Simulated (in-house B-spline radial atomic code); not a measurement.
**W¹¹⁺: density, ELF and screening along the radius**

Aim: the shell structure of W¹¹⁺ in the radial density, the electron localisation function and the screened nuclear charge, under several settings.

Method: several methods, spin-polarised, as named in each step; spherical all-electron atom at the radial basis limit. Code: in-house B-spline radial atomic code version 1.

### 1 The system

```
element       : tungsten (Z = 74)
charge        : +11
electrons     : 63
configuration : [Kr] 4d10 4f13 5s2 5p2
nucleus       : point (non-relativistic runs) or finite (X2C runs)
```

The outer shells:

[Kr] 4d10 4f13 5s2 5p2
```
[Kr] core
4d [↑↓][↑↓][↑↓][↑↓][↑↓]
4f [↑↓][↑↓][↑↓][↑↓][↑↓][↑↓][↑ ]
5s [↑↓]
5p [↑ ][↑ ][  ]
```

Where spins are not typed, each open shell is filled with up spins first.

### 2 LDA (VWN5), non-rel.

Settings of the run:

```ini
Z = 74
electrons = 63.0
configuration = [Kr] 4d10 4f13 5s2 5p2
hamiltonian = nr
method = lda,vwn
spin_polarised = True
```

Run with:

```console
$ python run_scf.py task.json out
```

task.json lists these runs, among others, and the program works through them in turn.

The program writes no log. Results of the run, from its result record (rounded, main fields):

```text
{
  "status": "converged",
  "scf [iteration, energy, orbital gradient]": [
    [1, -15147.5562087, 2.1],
    [2, -15186.0765038, 2.54],
    [3, -15243.8369404, 0.375],
    [4, -15245.8607138, 0.118],
    [5, -15245.9613964, 0.02],
    [6, -15245.9649313, 0.00445],
    [7, -15245.9650648, 0.00238],
    [8, -15245.9651455, 3.02e-05],
    [9, -15245.9651455, 5.7e-07]
  ],
  "energy [hartree]": {"total": -15245.9651455, "kinetic": 15240.7861391, "nuclear": -35851.6596556, "coulomb": 5656.59260437, "xc": -291.684233411},
  "orbitals [hartree, bohr; first row names the columns]": [
    ["name", "occ", "eps", "<r>", "<r^2>", "<1/r>", "r_max", "density_at_nucleus", "spin_orbit_zeta"],
    ["1s up", 1.0, -2348.5158, 0.020482, 0.00056059, 73.41, 0.01359, 126930.0, "-"],
    ["1s down", 1.0, -2348.5057, 0.020482, 0.00056059, 73.41, 0.01359, 126930.0, "-"],
    ["2s up", 1.0, -392.27356, 0.086525, 0.008774, 17.218, 0.074037, 13939.0, "-"],
    ["2s down", 1.0, -392.26571, 0.086524, 0.0087738, 17.218, 0.074037, 13939.0, "-"],
    ["2p up", 3.0, -376.44255, 0.073169, 0.0064843, 17.257, 0.057451, "-", 27.143],
    ["2p down", 3.0, -376.43291, 0.073169, 0.0064842, 17.257, 0.057451, "-", 27.143],
    ["3s up", 1.0, -95.234037, 0.21982, 0.055037, 6.6184, 0.20344, 3066.6, "-"],
    ["3s down", 1.0, -95.198132, 0.21979, 0.055022, 6.6195, 0.20343, 3067.6, "-"],
    ["3p up", 3.0, -87.871994, 0.20982, 0.050874, 6.5723, 0.19162, "-", 5.7809],
    ["3p down", 3.0, -87.837695, 0.20979, 0.050859, 6.5734, 0.19161, "-", 5.7828],
    ["3d up", 5.0, -74.100844, 0.18395, 0.039549, 6.497, 0.15104, "-", 0.91463],
    ["3d down", 5.0, -74.073873, 0.18392, 0.039533, 6.4981, 0.15102, "-", 0.91498],
    ["4s up", 1.0, -24.81112, 0.48839, 0.26876, 2.8675, 0.45691, 746.69, "-"],
    ["4s down", 1.0, -24.756938, 0.4883, 0.26862, 2.8675, 0.45695, 746.48, "-"],
    ["4p up", 3.0, -21.729354, 0.49476, 0.27789, 2.7787, 0.45744, "-", 1.3302],
    ["4p down", 3.0, -21.674343, 0.49462, 0.27767, 2.7789, 0.45748, "-", 1.33],
    ["4d up", 5.0, -16.097983, 0.50883, 0.29899, 2.5893, 0.45305, "-", 0.1814],
    ["4d down", 5.0, -16.040955, 0.50845, 0.29845, 2.5904, 0.45308, "-", 0.1815],
    ["4f up", 7.0, -8.6989856, 0.55384, 0.37012, 2.2163, 0.41556, "-", 0.026914],
    ["4f down", 6.0, -8.6340567, 0.5521, 0.36743, 2.2211, 0.41546, "-", 0.027039],
    ["5s up", 1.0, -8.8237529, 1.0564, 1.2405, 1.2592, 1.0, 166.17, "-"],
    ["5s down", 1.0, -8.7068996, 1.0564, 1.2411, 1.2605, 0.9982, 166.81, "-"],
    ["5p up", 2.0, -7.775284, 1.1153, 1.386, 1.1838, 1.0499, "-", 0.27718]
  ],
  "sum_r [bohr^k]": {"-1": 484.4819, "1": 24.75497, "2": 16.10863},
  "density_at_nucleus [bohr^-3]": 289703.6,
  "spin_density_at_nucleus [bohr^-3]": -2.01713,
  "mass_velocity [hartree]": -2527.733,
  "darwin [hartree]": 1793.231,
  "radius_at_0.001 [bohr]": 2.251,
  "radius_enclosing_fraction [bohr]": {"0.5": 0.3256, "0.9": 0.8071, "0.99": 1.452},
  "slater [hartree]": {
    "F0(4f up,4f up)": 1.6489,
    "F2(4f up,4f up)": 0.81666,
    "F4(4f up,4f up)": 0.51936,
    "F6(4f up,4f up)": 0.37567,
    "F0(4f up,4f down)": 1.6513,
    "F2(4f up,4f down)": 0.8183,
    "F4(4f up,4f down)": 0.52051,
    "F6(4f up,4f down)": 0.37654,
    "F0(4f up,5p up)": 0.97923,
    "F2(4f up,5p up)": 0.31679,
    "G2(4f up,5p up)": 0.11864,
    "G4(4f up,5p up)": 0.10289,
    "F0(4f down,4f down)": 1.6537,
    "F2(4f down,4f down)": 0.81996,
    "F4(4f down,4f down)": 0.52167,
    "F6(4f down,4f down)": 0.37742,
    "F0(4f down,5p up)": 0.97974,
    "F2(4f down,5p up)": 0.31615,
    "F0(5p up,5p up)": 0.80449,
    "F2(5p up,5p up)": 0.44049
  }
}
```

Run time: 0.22 s. Hardware: 1 thread, shared host.

radius_at_0.001 is where the density falls to 0.001 electrons per bohr³.

Fields along the radius, from the same record (one point in 2):

```csv
r (bohr),4πr²n (1/bohr),ELF,screened charge r·V (e),reduced gradient s,4πr²(n↑−n↓)
0.00312,22.34,0.9987,72.50,0.4205,-0.00002
0.00469,40.06,0.9977,71.77,0.4526,0.0003479
0.00704,63.97,0.9940,70.72,0.5031,0.002212
0.0106,86.84,0.9760,69.22,0.5808,0.009782
0.0159,94.82,0.8552,67.16,0.6741,0.03411
0.0239,87.41,0.4387,64.37,0.6418,0.09268
0.0360,95.55,0.3843,60.59,0.3316,0.1695
0.0541,127.0,0.6978,55.65,0.3098,0.1396
0.0813,120.5,0.5679,49.61,0.4552,0.004187
0.122,108.1,0.4068,42.54,0.2598,0.3008
0.184,116.4,0.7068,34.60,0.3554,0.6854
0.276,67.63,0.2938,26.90,0.4259,1.398
0.415,74.87,0.6582,19.43,0.2149,2.600
0.624,44.50,0.5879,14.15,0.5783,1.328
0.937,13.21,0.2856,11.84,0.7795,2.805
1.41,3.150,0.4691,11.09,1.623,1.479
2.12,0.1274,0.06171,11.00,7.589,0.07795
3.18,0.0002795,0.00004,11.00,84.70,0.0002080
```

### 3 PBE, non-rel.

Settings: those of step 2 with these lines changed.

```diff
@@ -4,3 +4,3 @@
 hamiltonian = nr
-method = lda,vwn
+method = pbe,pbe
 spin_polarised = True
```

From the record:

```text
{
  "status": "converged",
  "iterations": 10,
  "energy [hartree]": {"total": -15253.8509812, "kinetic": 15250.2644573, "nuclear": -35861.9452551, "coulomb": 5657.47472124, "xc": -299.644904721},
  "orbitals [hartree, bohr; first row names the columns]": [
    ["name", "occ", "eps", "<r>"],
    ["1s up", 1.0, -2350.2647, 0.020471],
    ["1s down", 1.0, -2350.2554, 0.020471],
    ["2s up", 1.0, -392.49081, 0.086483],
    ["2s down", 1.0, -392.48498, 0.086482],
    ["2p up", 3.0, -376.53034, 0.073153],
    ["2p down", 3.0, -376.52162, 0.073153],
    ["3s up", 1.0, -95.280305, 0.21964],
    ["3s down", 1.0, -95.245799, 0.2196],
    ["3p up", 3.0, -87.882104, 0.20971],
    ["3p down", 3.0, -87.848931, 0.20967],
    ["3d up", 5.0, -74.090822, 0.1839],
    ["3d down", 5.0, -74.06531, 0.18386],
    ["4s up", 1.0, -24.844894, 0.48795],
    ["4s down", 1.0, -24.791199, 0.48787],
    ["4p up", 3.0, -21.746247, 0.49447],
    ["4p down", 3.0, -21.691416, 0.49432],
    ["4d up", 5.0, -16.096485, 0.5087],
    ["4d down", 5.0, -16.03898, 0.50826],
    ["4f up", 7.0, -8.6824514, 0.55389],
    ["4f down", 6.0, -8.615087, 0.55172],
    ["5s up", 1.0, -8.8085103, 1.0569],
    ["5s down", 1.0, -8.674358, 1.0573],
    ["5p up", 2.0, -7.7579859, 1.1164]
  ],
  "sum_r [bohr^k]": {"-1": 484.6209, "1": 24.75061, "2": 16.10543}
}
```

Wall time 0.08 s (1 thread, shared host).

The record's radial tables, every 4th point:

```csv
r (bohr),4πr²n (1/bohr),ELF,screened charge r·V (e),reduced gradient s,4πr²(n↑−n↓)
0.00312,22.37,0.9988,72.50,0.4205,0.00000
0.00705,64.13,0.9940,70.71,0.5034,0.002243
0.0159,94.86,0.8551,67.16,0.6744,0.03388
0.0360,95.55,0.3842,60.58,0.3312,0.1683
0.0813,120.5,0.5677,49.61,0.4557,0.003863
0.184,116.4,0.7074,34.60,0.3556,0.6791
0.415,74.98,0.6588,19.42,0.2136,2.588
0.938,13.13,0.2849,11.83,0.7797,2.820
2.12,0.1303,0.06355,11.00,7.464,0.07981
```

### 4 Hartree-Fock, non-rel.

Settings: those of step 3 with these lines changed.

```diff
@@ -4,3 +4,3 @@
 hamiltonian = nr
-method = pbe,pbe
+method = hf
 spin_polarised = True
```

From the record:

```text
{
  "status": "converged",
  "iterations": 10,
  "energy [hartree]": {"total": -15250.7027921, "kinetic": 15250.7027123, "nuclear": -35864.759028, "coulomb": 5658.78511753, "exact_exchange": -295.431594012},
  "orbitals [hartree, bohr; first row names the columns]": [
    ["name", "occ", "eps", "<r>"],
    ["1s up", 1.0, -2370.3157, 0.02047],
    ["1s down", 1.0, -2370.2963, 0.02047],
    ["2s up", 1.0, -400.90105, 0.086424],
    ["2s down", 1.0, -400.88742, 0.086421],
    ["2p up", 3.0, -384.00983, 0.073197],
    ["2p down", 3.0, -383.98888, 0.073198],
    ["3s up", 1.0, -99.328342, 0.21907],
    ["3s down", 1.0, -99.257023, 0.21899],
    ["3p up", 3.0, -91.467106, 0.20947],
    ["3p down", 3.0, -91.385239, 0.20942],
    ["3d up", 5.0, -77.006004, 0.18402],
    ["3d down", 5.0, -76.938262, 0.1839],
    ["4s up", 1.0, -26.883924, 0.48611],
    ["4s down", 1.0, -26.75041, 0.48626],
    ["4p up", 3.0, -23.527163, 0.49383],
    ["4p down", 3.0, -23.373356, 0.49405],
    ["4d up", 5.0, -17.443681, 0.50847],
    ["4d down", 5.0, -17.284237, 0.50811],
    ["4f up", 7.0, -9.4200366, 0.54933],
    ["4f down", 6.0, -9.3231149, 0.54802],
    ["5s up", 1.0, -9.2455604, 1.0662],
    ["5s down", 1.0, -8.8426989, 1.0705],
    ["5p up", 2.0, -8.073148, 1.1257]
  ],
  "sum_r [bohr^k]": {"-1": 484.6589, "1": 24.72767, "2": 16.0833}
}
```

Wall time 0.14 s (1 thread, shared host).

Fields along the radius, from the same record (one point in 4):

```csv
r (bohr),4πr²n (1/bohr),ELF,screened charge r·V (e),reduced gradient s,4πr²(n↑−n↓)
0.00313,22.48,0.9988,72.50,0.4205,0.0002034
0.00707,64.32,0.9940,70.70,0.5036,0.002756
0.0160,94.84,0.8514,67.13,0.6759,0.03408
0.0361,95.69,0.3855,60.55,0.3291,0.1652
0.0817,120.1,0.5630,49.53,0.4571,0.001259
0.185,116.2,0.7093,34.49,0.3596,0.6788
0.418,75.40,0.6662,19.27,0.2153,2.626
0.945,12.58,0.2746,11.81,0.7942,2.784
2.14,0.1231,0.07221,11.00,7.649,0.07461
```

### 5 RPBE, non-rel.

Settings: those of step 4 with these lines changed.

```diff
@@ -4,3 +4,3 @@
 hamiltonian = nr
-method = hf
+method = rpbe,pbe
 spin_polarised = True
```

From the record:

```text
{
  "status": "converged",
  "iterations": 10,
  "energy [hartree]": {"total": -15254.2749707, "kinetic": 15250.688301, "nuclear": -35862.502745, "coulomb": 5657.61623256, "xc": -300.076759226},
  "orbitals [hartree, bohr; first row names the columns]": [
    ["name", "occ", "eps", "<r>"],
    ["1s up", 1.0, -2350.3388, 0.02047],
    ["1s down", 1.0, -2350.3296, 0.02047],
    ["2s up", 1.0, -392.50111, 0.08648],
    ["2s down", 1.0, -392.49548, 0.086479],
    ["2p up", 3.0, -376.5167, 0.073154],
    ["2p down", 3.0, -376.50794, 0.073154],
    ["3s up", 1.0, -95.280894, 0.21962],
    ["3s down", 1.0, -95.246521, 0.21959],
    ["3p up", 3.0, -87.876855, 0.2097],
    ["3p down", 3.0, -87.843792, 0.20967],
    ["3d up", 5.0, -74.086439, 0.1839],
    ["3d down", 5.0, -74.061111, 0.18386],
    ["4s up", 1.0, -24.84619, 0.48792],
    ["4s down", 1.0, -24.793825, 0.48785],
    ["4p up", 3.0, -21.745404, 0.49446],
    ["4p down", 3.0, -21.691831, 0.49431],
    ["4d up", 5.0, -16.094533, 0.5087],
    ["4d down", 5.0, -16.038002, 0.50823],
    ["4f up", 7.0, -8.6791984, 0.55391],
    ["4f down", 6.0, -8.6116019, 0.55146],
    ["5s up", 1.0, -8.8053857, 1.0567],
    ["5s down", 1.0, -8.6604659, 1.0577],
    ["5p up", 2.0, -7.7542575, 1.1163]
  ],
  "sum_r [bohr^k]": {"-1": 484.6284, "1": 24.7488, "2": 16.10279}
}
```

Run time: 0.09 s. Hardware: 1 thread, shared host.

Fields along the radius, from the same record (one point in 4):

```csv
r (bohr),4πr²n (1/bohr),ELF,screened charge r·V (e),reduced gradient s,4πr²(n↑−n↓)
0.00312,22.38,0.9988,72.50,0.4205,-0.00001
0.00705,64.14,0.9940,70.71,0.5034,0.002225
0.0159,94.86,0.8552,67.16,0.6745,0.03388
0.0360,95.55,0.3842,60.58,0.3311,0.1684
0.0813,120.5,0.5678,49.61,0.4558,0.003879
0.184,116.5,0.7075,34.60,0.3556,0.6773
0.415,74.99,0.6588,19.42,0.2135,2.583
0.938,13.12,0.2847,11.83,0.7796,2.828
2.12,0.1318,0.06423,11.00,7.396,0.08034
```

### 6 LDA (VWN5), X2C

Settings of the run:

```ini
Z = 74
electrons = 63.0
configuration = [Kr] 4d10 4f13 5s2 5p2
hamiltonian = x2c
method = lda,vwn
spin_polarised = True
nucleus = fermi
rms_radius = 5.3658
mass_number = 184
atomic_mass = 183.95093318
speed_of_light = 137.035999084
```

From the record:

```text
{
  "status": "converged",
  "iterations": 9,
  "energy [hartree]": {"total": -16095.4600944, "kinetic": 18139.7580574, "nuclear": -39767.6430882, "coulomb": 5843.41157876, "xc": -310.986642375},
  "orbitals [hartree, bohr; first row names the columns]": [
    ["name", "occ", "eps", "<r>"],
    ["1s up", 1.0, -2550.228, 0.01756],
    ["1s down", 1.0, -2550.2167, 0.01756],
    ["2s up", 1.0, -446.33703, 0.076828],
    ["2s down", 1.0, -446.3293, 0.076828],
    ["2p up", 3.0, -392.85475, 0.068888],
    ["2p down", 3.0, -392.84455, 0.068888],
    ["3s up", 1.0, -108.47109, 0.20076],
    ["3s down", 1.0, -108.44015, 0.20073],
    ["3p up", 3.0, -92.538014, 0.20065],
    ["3p down", 3.0, -92.506295, 0.20062],
    ["3d up", 5.0, -73.52963, 0.18235],
    ["3d down", 5.0, -73.503328, 0.18231],
    ["4s up", 1.0, -28.126661, 0.44882],
    ["4s down", 1.0, -28.071746, 0.44877],
    ["4p up", 3.0, -22.850252, 0.47559],
    ["4p down", 3.0, -22.794963, 0.47545],
    ["4d up", 5.0, -15.992683, 0.50716],
    ["4d down", 5.0, -15.934802, 0.50669],
    ["4f up", 7.0, -8.4036545, 0.56614],
    ["4f down", 6.0, -8.3362607, 0.56401],
    ["5s up", 1.0, -9.5355657, 0.98465],
    ["5s down", 1.0, -9.419684, 0.98377],
    ["5p up", 2.0, -7.9905658, 1.083]
  ],
  "sum_r [bohr^k]": {"-1": 556.0109, "1": 24.3322, "2": 15.57902}
}
```

It took 0.12 s on 1 thread, shared host.

The record's radial tables, every 4th point:

```csv
r (bohr),4πr²n (1/bohr),ELF,screened charge r·V (e),reduced gradient s,4πr²(n↑−n↓)
0.00309,48.18,0.9989,72.33,0.6865,0.00009
0.00697,92.37,0.9910,70.44,0.6520,0.005338
0.0157,98.49,0.7243,66.84,0.7517,0.05386
0.0354,106.6,0.4731,60.25,0.2943,0.1917
0.0799,115.9,0.4996,49.42,0.4862,0.0007544
0.180,118.0,0.7203,34.68,0.3759,0.6032
0.406,75.04,0.6622,19.62,0.2178,2.509
0.914,14.74,0.3265,11.84,0.7671,2.974
2.06,0.1267,0.03357,11.00,7.646,0.08355
```

### 7 The runs side by side

| run | total energy (hartree) | highest level (eV) | radius holding 50 / 90 / 99 % (bohr) | radius at n = 0.001 (bohr) | ELF minima on the full grid (bohr) |
| --- | --- | --- | --- | --- | --- |
| LDA (VWN5), non-rel. | -15245.9651 | -211.58 | 0.326 / 0.807 / 1.45 | 2.25 | 0.029, 0.100, 0.28, 0.94 |
| PBE, non-rel. | -15253.8510 | -211.11 | 0.326 / 0.806 / 1.45 | 2.25 | 0.029, 0.100, 0.28, 0.94 |
| Hartree-Fock, non-rel. | -15250.7028 | -219.68 | 0.326 / 0.803 / 1.46 | 2.26 | 0.029, 0.10, 0.28, 0.94 |
| RPBE, non-rel. | -15254.2750 | -211.00 | 0.326 / 0.806 / 1.45 | 2.26 | 0.029, 0.100, 0.28, 0.94 |
| LDA (VWN5), X2C | -16095.4601 | -217.43 | 0.321 / 0.802 / 1.41 | 2.20 | 0.029, 0.098, 0.27, 0.91 |

In the first run ELF has 4 minima on the grid, which mark the borders between shells. On the record's full grid the screened charge (r times the electrostatic potential) falls from 73.9 near the nucleus to 11.00 at 3.9 bohr; far out it tends to the net charge, 11. The radius that holds 99 % of the electrons runs from 1.41 bohr (LDA (VWN5), X2C) to 1.46 bohr (Hartree-Fock, non-rel.). The grid is coarse (about 23 % a step), so the places of minima are rough. For X2C runs ELF uses the non-relativistic kinetic energy density, and the fields carry no picture-change correction.

Members of this set that are not shown: 4 used exact exchange with fractional occupations of an open shell, which is unsound here.
